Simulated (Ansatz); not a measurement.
# WCl2F4: up Jacob's ladder to CCSD(T)

The task here is to estimate one member of a computed series from the others.

The runs use Ansatz 0.2.0, Gaussian basis; functionals in def2-TZVPP, the program's frozen cores in correlated methods.

Plan: LDA (SPW92), PBE-D4, revPBE-D4, BLYP-D4, r2SCAN-D4, B97M-V, PBE0-D4, B3LYP-D4, r2SCANh-D4, r2SCAN0-D4, HSE06-D4, BHLYP-D4, CAM-B3LYP-D4, LC-ωPBE, ωB97X-V, ωB97M-V, B2PLYP, PBE-QIDH; CCSD(T)/def2-SVP; CCSD(T)/def2-TZVPP; MP2/def2-QZVPP; extrapolation to the limit; RPA on PBE.

### Structure used throughout

An earlier PBE0-D4 in a triple-zeta def2 set relaxation fixed the geometry. W takes the def2 core potential; no spin-orbit term is included.

SMILES `[F][W]([F])([F])([F])([Cl])[Cl]`, 7 atoms, charge 0, spin multiplicity 1.

Atoms are counted from 1 here; the program's logs count them from 0.

Bond lengths: F1–W2 1.838 Å, W2–F3 1.838 Å, W2–F4 1.846 Å, W2–F5 1.846 Å, W2–Cl6 2.263 Å, W2–Cl7 2.263 Å. Angles: F1–W2–F3 176.5°, F1–W2–F4 88.7°, F1–W2–F5 88.7°, F1–W2–Cl6 91.2°, F1–W2–Cl7 91.2°, F3–W2–F4 88.7°, F3–W2–F5 88.7°, F3–W2–Cl6 91.2°, F3–W2–Cl7 91.2°, F4–W2–F5 87.1°, F4–W2–Cl6 177.0°, F4–W2–Cl7 89.9°, F5–W2–Cl6 89.9°, F5–W2–Cl7 177.0°, Cl6–W2–Cl7 93.1°.

The first run:

File in.yaml:

```yaml
crystal:
  periodic: [false, false, false]
  atoms:
    - {symbol: F, position_ang: [-0.345801, -1.391697, 1.152943]}
    - {symbol: W, position_ang: [-0.037368, 0.020800, 0.018010]}
    - {symbol: F, position_ang: [0.181540, 1.483132, -1.073788]}
    - {symbol: F, position_ang: [-1.846799, 0.071292, -0.345263]}
    - {symbol: F, position_ang: [-0.383765, 1.170583, 1.420351]}
    - {symbol: Cl, position_ang: [2.161501, 0.033252, 0.554885]}
    - {symbol: Cl, position_ang: [0.270682, -1.387381, -1.727138]}
basis:
  gaussian: {orbitals: def2-TZVPP}
hamiltonian: {xc: lda}
output: {orbitals: {seedname: orbitals}}
```

The run is started by

```console
> ansatz run in.yaml --threads 8 --pin off --events-out ev --progress --plain --max-ram 18278MiB
```

Steps of the session up to this table: LDA; PBE-D4 (GGA); revPBE-D4 (GGA); BLYP-D4 (GGA); r2SCAN-D4 (meta-GGA); B97M-V (meta-GGA); PBE0-D4 (hybrid); B3LYP-D4 (hybrid); r2SCANh-D4 (hybrid); r2SCAN0-D4 (hybrid); HSE06-D4 (hybrid); BHLYP-D4 (hybrid); CAM-B3LYP-D4 (range-separated); LC-ωPBE (range-separated); ωB97X-V (range-separated); ωB97M-V (range-separated); B2PLYP (double hybrid); PBE-QIDH (double hybrid).

One table of the session follows, with a row left open; its other results are not shown here.

It belongs to the step «Frontier levels by functional». 

```
  functional  HOMO (eV)  LUMO (eV)  gap (eV)
 LDA (SPW92)      -8.70      -5.65      3.05
      PBE-D4      -8.51      -5.43      3.09
   revPBE-D4      -8.44      -5.34      3.10
     BLYP-D4      -8.36      -5.33      3.03
   r2SCAN-D4      -8.93      -5.54      3.38
      B97M-V      -9.02      -5.53      3.49
     PBE0-D4          ?          ?         ?
    B3LYP-D4      -9.69      -5.15      4.54
  r2SCANh-D4      -9.45      -5.35      4.11
  r2SCAN0-D4     -10.24      -5.03      5.21
    HSE06-D4      -9.57      -5.34      4.23
    BHLYP-D4     -11.27      -4.33      6.95
CAM-B3LYP-D4     -11.29      -3.99      7.30
     LC-ωPBE     -12.64      -2.89      9.75
     ωB97X-V     -12.28      -2.95      9.33
     ωB97M-V     -12.12      -2.94      9.18
```

Q: Estimate the row for PBE0-D4 from the others.

**Answer.** HOMO (eV): -9.97; LUMO (eV): -4.97; gap (eV): 5.00. In the column «HOMO (eV)» it lies between r2SCAN0-D4 (-10.24) and B3LYP-D4 (-9.69).
